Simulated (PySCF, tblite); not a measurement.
**BH7N2Si2, a small molecule taken as a stand-in for a surface group (nitride 2-ring): NMR shifts, core binding energies and electronic excitations**

Aim: the NMR shifts, core binding energies and electronic excitations of `B[SiH]1N[SiH2]N1`.

Computed with tblite 0.8.0 and PySCF 2.14.0; each step states its level. No surroundings beyond the atoms listed, unless a continuum is named. Atoms count from 0, parts from 1.

### Step 1. The system as given

12 atoms, charge 0, multiplicity 1; geometry: distance geometry start.

### Step 2. Geometry optimisation with GFN2-xTB

What the job is given:

```
{"job": {"kind": "relax", "xc": "GFN2-xTB", "basis": "xTB"}, "charge": 0, "multiplicity": 1}
N     -0.554711     1.214086     0.103556
Si    -1.848457    -0.048690     0.145246
N     -0.506598    -1.150975     0.610725
Si     0.516242    -0.142095    -0.444604
B      2.365449     0.012084     0.074736
H     -0.784286     1.812609    -0.774103
H     -2.813679     0.199737     1.220373
H     -2.358774    -0.303832    -1.173853
H     -0.269210    -1.133344     1.629508
H      0.336353    -0.481343    -1.846700
H      2.817929     0.771837     0.879991
H      3.107164    -0.746698    -0.385939
```

Level: GFN2-xTB geometry optimisation, gas phase.

The run is started by

```console
$ OMP_NUM_THREADS=1 python cluster_run.py task.json out
```

The driver reads the jobs from task.json and runs them one after another.

**Question.** The jobs that follow are: PBE0-D3(BJ)/def2-SVP geometry optimisation, gas phase; GIAO PBE0/pcSseg-2 NMR shielding, non-relativistic, gas phase; delta-SCF UKS SCAN, pcX-2 on the ionised atom, pcseg-1 elsewhere, spin-free X2C; TDDFT CAM-B3LYP/def2-SVPD, vertical, gas phase, core orbitals frozen in the response. Predict: point group; rotational constants (main isotopes); ¹H shifts against TMS (PBE0/pcSseg-2); ¹⁵N shifts against NH3 (PBE0/pcSseg-2, means over atoms taken as alike); ²⁹Si shifts against TMS (PBE0/pcSseg-2); ¹¹B shifts against BF3·OEt2 (PBE0/pcSseg-2); Si2p binding energies, SCAN/pcX-2; N1s binding energies, SCAN/pcX-2; lowest singlet (CAM-B3LYP/def2-SVPD); brightest single state of those computed; lowest triplet; vertical ionisation energy (ΔSCF); vertical electron affinity (ΔSCF).

As calculated:

| quantity | value |
| --- | --- |
| point group | C1 |
| rotational constants (main isotopes) | 6.86, 2.29, 2.01 GHz |
| ¹H shifts against TMS (PBE0/pcSseg-2) | 9.84, 9.80, 6.20, 5.87, 5.75, 0.12, 0.08 ppm |
| ¹⁵N shifts against NH3 (PBE0/pcSseg-2, means over atoms taken as alike) | 13.6 ppm |
| ²⁹Si shifts against TMS (PBE0/pcSseg-2) | 5.1, -20.3 ppm |
| ¹¹B shifts against BF3·OEt2 (PBE0/pcSseg-2) | 115.4 ppm |
| Si2p binding energies, SCAN/pcX-2 | Si1 107.29, Si3 107.00 eV |
| N1s binding energies, SCAN/pcX-2 | N2 403.75 eV |
| lowest singlet (CAM-B3LYP/def2-SVPD) | 3.53 eV (351 nm), f = 0.004 |
| brightest single state of those computed | state 6, 5.94 eV, f = 0.022 |
| lowest triplet | 2.84 eV |
| vertical ionisation energy (ΔSCF) | 9.03 eV |
| vertical electron affinity (ΔSCF) | 0.49 eV |

What this shows: The start of the PBE0/def2-SVP relaxation was shaken at random by about 0.01 Å, so part of the energy gained, and of the first lengths quoted, undoes that. The optimisation took 12 steps and gained 0.496 eV; among the close pairs (by a distance rule), Si3–B4 changed most, from 1.909 to 2.011 Å (PBE0/def2-SVP). No frequency check was run at this level, so the end point may be a saddle. In this geometry the neighbours of Si1, Si3 aren't those of the formula as drawn (a contact has closed or a bond stretched), so the shifts belong to this structure. At PBE0/pcSseg-2: The largest span, 265 ppm, is at B4, where the paramagnetic term is -211 ppm. At SCAN/pcX-2: The Si2p levels kept as sound span 0.29 eV, from Si3 up to Si1. The lowest singlet, at 3.53 eV, is HOMO→LUMO 0.85, HOMO−2→LUMO 0.12 and is weak; of the 6 states computed, the strongest absorption comes from state 6 at 5.94 eV (the last computed, so partners may be missing). The lowest triplet lies 0.70 eV below the lowest singlet (triplets in Tamm-Dancoff, singlets in full TDDFT). The orbital energy would give 8.27 eV for ionisation, ΔSCF gives 9.03 eV. A capped cluster stands for the solid here, so long-range fields and strain are missing, and bands or shifts of the capping hydrogens have no counterpart in it.
